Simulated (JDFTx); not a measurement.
# SGeH4 in JDFTx: single point with LDA

Aim: the single point of SGeH4 with LDA.

Program: JDFTx 1.7.0 (patched build). These are calculated values, not measurements. Logs are shortened: lines on timing, memory, paths and dates and some standing lists are left out, and cuts for length are marked. The log counts tension as positive stress, the text compression.

**1. Starting point**

The cell holds a molecule in a box, 6 atoms: a = 12.000 Å, b = 13.000 Å, c = 12.000 Å, α = 90.00°, β = 90.00°, γ = 90.00°.

**2. Single point, LDA**

File GeH4S.in:

```
lattice \
   12.0000000000     0.0000000000     0.0000000000 \
    0.0000000000    13.0000000000     0.0000000000 \
    0.0000000000     0.0000000000    12.0000000000
latt-scale 1.889726124626 1.889726124626 1.889726124626
coords-type Lattice
ion S      0.6057083300     0.4278423100     0.6070375000 1
ion Ge     0.5204250000     0.5523730800     0.5128041700 1
ion H      0.5833000000     0.3546269200     0.5313375000 1
ion H      0.3964583300     0.5265884600     0.4971958300 1
ion H      0.5758916700     0.5678269200     0.3986291700 1
ion H      0.5342916700     0.6486038500     0.5852708300 1

ion-species pseudo/S.upf
ion-species pseudo/Ge.upf
ion-species pseudo/H.upf
elec-cutoff 39
elec-ex-corr lda-PW
kpoint-folding 1 1 1
elec-n-bands 12
electronic-minimize nIterations 100 energyDiffThreshold 1e-07
coulomb-interaction Isolated
coulomb-truncation-embed 0.501083 0.501615 0.502833
core-overlap-check none
forces-output-coords Cartesian

dump-name run.$VAR
dump End Ecomponents EigStats BandEigs Kpoints Forces Dipole ElecDensity Dtot KEdensity
```

Potentials or basis: PseudoDojo-SR-LDA-0.4.1-standard with smoothed tails.

Command:

```
$ jdftx -c 1 -i GeH4S.in -o GeH4S.out
```

The log of the run:

```text
*************** JDFTx 1.7.0 (patched build) ***************

Input parsed successfully to the following command list (including defaults):
[... the input with its defaults ...]

---------- Setting up symmetries ----------

Found 16 point-group symmetries of the bravais lattice
Found 1 space-group symmetries with basis
Applied RMS atom displacement 0 bohrs to make symmetries exact.

---------- Initializing the Grid ----------
R =
[      22.6767            0            0  ]
[            0      24.5664            0  ]
[            0            0      22.6767  ]
unit cell volume = 12632.9
G =
[   0.277077          0          0  ]
[          0   0.255763          0  ]
[          0          0   0.277077  ]
Minimum fftbox size, Smin = [  128  140  128  ]
Chosen fftbox size, S = [  128  140  128  ]

---------- Exchange Correlation functional ----------
Initalized Slater LDA exchange.
Initalized Perdew-Wang LDA correlation.

---------- Setting up pseudopotentials ----------
Width of ionic core gaussian charges (only for fluid interactions / plotting) set to 0

Reading pseudopotential file 'pseudo/S.upf':
  'S' pseudopotential, 'SLA  PW   NOGX NOGC' functional
  Generated using ONCVPSP code by D. R. Hamann
  6 valence electrons, 2 orbitals, 6 projectors, 1001 radial grid points, with lMax = 2
    3S    l: 0   occupation:  2.0   eigenvalue: -0.635064
    3P    l: 1   occupation:  4.0   eigenvalue: -0.261175
  Core radius for overlap checks: 1.67 bohrs.

Reading pseudopotential file 'pseudo/Ge.upf':
  'Ge' pseudopotential, 'SLA  PW   NOGX NOGC' functional
  Generated using ONCVPSP code by D. R. Hamann
  14 valence electrons, 3 orbitals, 6 projectors, 1001 radial grid points, with lMax = 2
    3D    l: 2   occupation: 10.0   eigenvalue: -1.086289
    4S    l: 0   occupation:  2.0   eigenvalue: -0.438995
    4P    l: 1   occupation:  2.0   eigenvalue: -0.148714
  Core radius for overlap checks: 1.83 bohrs.

Reading pseudopotential file 'pseudo/H.upf':
  'H' pseudopotential, 'SLA  PW   NOGX NOGC' functional
  Generated using ONCVPSP code by D. R. Hamann
  1 valence electrons, 1 orbitals, 3 projectors, 1001 radial grid points, with lMax = 1
    1S    l: 0   occupation:  1.0   eigenvalue: -0.233459
  Core radius for overlap checks: 0.96 bohrs.

Initialized 3 species with 6 total atoms.

Folded 1 k-points by 1x1x1 to 1 k-points.

---------- Setting up k-points, bands, fillings ----------
No reducable k-points.
Computing the number of bands and number of electrons
Calculating initial fillings.
nElectrons:  24.000000   nBands: 12   nStates: 1

----- Setting up reduced wavefunction bases (one per k-point) -----
average nbasis = 146801.000 , ideal nbasis = 146958.041

---------- Setting up coulomb interaction ----------
Setting up double-sized grid for truncated Coulomb potentials:
R =
[      45.3534            0            0  ]
[            0      49.1329            0  ]
[            0            0      45.3534  ]
unit cell volume = 101063
G =
[   0.138538          0          0  ]
[          0   0.127881          0  ]
[          0          0   0.138538  ]
Chosen fftbox size, S = [  256  280  256  ]
Integer grid location selected as the embedding center:
   Grid: [  64  70  64  ]
   Lattice: [  0.501083  0.501615  0.502833  ]
   Cartesian: [  11.3629  12.3229  11.4026  ]
Constructing Wigner-Seitz cell: 6 faces (6 quadrilaterals, 0 hexagons)
Range-separation parameter for embedded mesh potentials due to point charges: 0.531001 bohrs.
Constructing Wigner-Seitz cell: 6 faces (6 quadrilaterals, 0 hexagons)
Gaussian width for range separation: 2.38943 bohrs.
FFT grid for long-range part: [ 256 280 256 ].
Planning fourier transform ... Done.
Computing truncated long-range part in real space ... Done.
Adding short-range part in reciprocal space ... Done.

---------- Allocating electronic variables ----------
Initializing wave functions:  linear combination of atomic orbitals
S pseudo-atom occupations:   s ( 2 )  p ( 4 )
Ge pseudo-atom occupations:   s ( 2 )  p ( 2 )  d ( 10 )
H pseudo-atom occupations:   s ( 1 )
	FillingsUpdate:  mu: -0.133656502  nElectrons: 24.000000
LCAOMinimize: Iter:   0  Etot: -92.4497298114553416  |grad|_K:  1.680e-02  alpha:  1.000e+00
	FillingsUpdate:  mu: -0.136128099  nElectrons: 24.000000
LCAOMinimize: Iter:   1  Etot: -92.4733216152128534  |grad|_K:  2.789e-03  alpha:  4.606e-01  linmin: -1.635e-01  cgtest:  4.434e-01
LCAOMinimize: Encountered beta<0, resetting CG.
	FillingsUpdate:  mu: -0.130645448  nElectrons: 24.000000
LCAOMinimize: Iter:   2  Etot: -92.4741164361755352  |grad|_K:  4.830e-04  alpha:  6.325e-01  linmin:  1.508e-02  cgtest: -5.328e-02
	FillingsUpdate:  mu: -0.131020658  nElectrons: 24.000000
LCAOMinimize: Iter:   3  Etot: -92.4741399193906659  |grad|_K:  1.597e-04  alpha:  6.279e-01  linmin:  8.167e-03  cgtest:  1.244e-02
LCAOMinimize: None of the convergence criteria satisfied after 3 iterations.

-------- Electronic minimization -----------
ElecMinimize: Iter:   0  Etot: -92.474139919390623  |grad|_K:  4.216e-04  alpha:  1.000e+00
ElecMinimize: Iter:   1  Etot: -92.611697103111794  |grad|_K:  3.541e-04  alpha:  4.411e-01  linmin: -1.221e-02
ElecMinimize: Iter:   2  Etot: -92.682521478414500  |grad|_K:  1.699e-04  alpha:  3.175e-01  linmin: -1.450e-03
ElecMinimize: Iter:   3  Etot: -92.702944235508369  |grad|_K:  1.106e-04  alpha:  4.011e-01  linmin: -1.467e-03
ElecMinimize: Iter:   4  Etot: -92.711920950825913  |grad|_K:  8.252e-05  alpha:  4.163e-01  linmin: -3.287e-04
ElecMinimize: Iter:   5  Etot: -92.715911976857399  |grad|_K:  6.070e-05  alpha:  3.326e-01  linmin: -8.166e-05
ElecMinimize: Iter:   6  Etot: -92.717991393325320  |grad|_K:  4.245e-05  alpha:  3.204e-01  linmin:  1.564e-05
ElecMinimize: Iter:   7  Etot: -92.719025031050691  |grad|_K:  2.903e-05  alpha:  3.256e-01  linmin: -2.667e-05
ElecMinimize: Iter:   8  Etot: -92.719606368801053  |grad|_K:  1.920e-05  alpha:  3.916e-01  linmin:  7.138e-05
ElecMinimize: Iter:   9  Etot: -92.719871422231179  |grad|_K:  1.302e-05  alpha:  4.084e-01  linmin:  2.962e-05
ElecMinimize: Iter:  10  Etot: -92.719995394249551  |grad|_K:  8.756e-06  alpha:  4.149e-01  linmin:  3.157e-05
ElecMinimize: Iter:  11  Etot: -92.720051559162485  |grad|_K:  6.392e-06  alpha:  4.159e-01  linmin:  2.007e-05
ElecMinimize: Iter:  12  Etot: -92.720078233891797  |grad|_K:  4.559e-06  alpha:  3.707e-01  linmin:  9.674e-06
ElecMinimize: Iter:  13  Etot: -92.720092115796348  |grad|_K:  3.253e-06  alpha:  3.791e-01  linmin:  1.718e-06
ElecMinimize: Iter:  14  Etot: -92.720098725389732  |grad|_K:  2.427e-06  alpha:  3.546e-01  linmin:  5.385e-06
ElecMinimize: Iter:  15  Etot: -92.720102089876363  |grad|_K:  1.732e-06  alpha:  3.243e-01  linmin: -3.119e-06
ElecMinimize: Iter:  16  Etot: -92.720103910964994  |grad|_K:  1.197e-06  alpha:  3.447e-01  linmin: -2.844e-06
ElecMinimize: Iter:  17  Etot: -92.720104792161521  |grad|_K:  8.455e-07  alpha:  3.493e-01  linmin: -1.361e-07
ElecMinimize: Iter:  18  Etot: -92.720105235888823  |grad|_K:  5.734e-07  alpha:  3.524e-01  linmin: -5.467e-06
ElecMinimize: Iter:  19  Etot: -92.720105454388445  |grad|_K:  3.879e-07  alpha:  3.773e-01  linmin: -1.582e-05
ElecMinimize: Iter:  20  Etot: -92.720105556708958  |grad|_K:  2.575e-07  alpha:  3.861e-01  linmin:  5.681e-06
ElecMinimize: Iter:  21  Etot: -92.720105605063580  |grad|_K:  1.753e-07  alpha:  4.138e-01  linmin: -1.486e-05
ElecMinimize: Iter:  22  Etot: -92.720105626964482  |grad|_K:  1.237e-07  alpha:  4.046e-01  linmin: -4.154e-05
ElecMinimize: Converged (|Delta Etot|<1.000000e-07 for 2 iters).
Setting wave functions to eigenvectors of Hamiltonian

# Ionic positions in lattice coordinates:
ion S   0.605708330000000   0.427842310000000   0.607037500000000 1
ion Ge   0.520425000000000   0.552373080000000   0.512804170000000 1
ion H   0.583300000000000   0.354626920000000   0.531337500000000 1
ion H   0.396458330000000   0.526588460000000   0.497195830000000 1
ion H   0.575891670000000   0.567826920000000   0.398629170000000 1
ion H   0.534291670000000   0.648603850000000   0.585270830000000 1

# Forces in Cartesian coordinates:
force S  -0.000574828218162   0.006810542400497   0.001991208325783 1
force Ge   0.000504103365918  -0.001588950878402   0.000199142771343 1
force H  -0.001340942031162  -0.002993004467449  -0.003765821469726 1
force H   0.002176839437668   0.000443666419905   0.000539861075141 1
force H  -0.000745016781340  -0.000293332859389   0.002150335662618 1
force H  -0.000020061153255  -0.002369622838580  -0.001112945993368 1

# Energy components:
   Eewald =       43.7753168150590213
       EH =      123.3395233357749987
     Eloc =     -271.5612194836832600
      Enl =      -45.0957458137766949
      Exc =      -25.8795450836238565
 Exc_core =        9.8407974570812549
       KE =       72.8607671462040400
-------------------------------------
     Etot =      -92.7201056269644823

IonicMinimize: Iter:   0  Etot: -92.720105626964482  |grad|_K:  2.307e-03
IonicMinimize: None of the convergence criteria satisfied after 0 iterations.

#--- Lowdin population analysis ---
# oxidation-state S -0.240
# oxidation-state Ge +0.434
# oxidation-state H +0.165 -0.033 -0.033 -0.014

Dumping 'run.eigStats' ...
	eMin: -1.082667 at state 0 ( [ +0.000000 +0.000000 +0.000000 ] spin 0 )
	HOMO: -0.227003 at state 0 ( [ +0.000000 +0.000000 +0.000000 ] spin 0 )
	mu  : unavailable
	LUMO: unavailable
	eMax: -0.227003 at state 0 ( [ +0.000000 +0.000000 +0.000000 ] spin 0 )
	HOMO-LUMO gap: unavailable
	Optical gap  : unavailable
Done!
[note: without smearing the FillingsUpdate lines are those of the first guess, not of the final state]
```

It took 2.5 min on 1 thread of Intel Xeon 6975P-C (Granite Rapids), shared host; peak memory 1.1 GiB.

Results:

```
Free energy   : -2523.0426 eV
Largest force : 0.366 eV/Å
```

Forces in eV/Å, atoms in the order of the input:
```
S   -0.030  0.350  0.102
Ge   0.026 -0.082  0.010
H   -0.069 -0.154 -0.194
H    0.112  0.023  0.028
H   -0.038 -0.015  0.111
H   -0.001 -0.122 -0.057
```
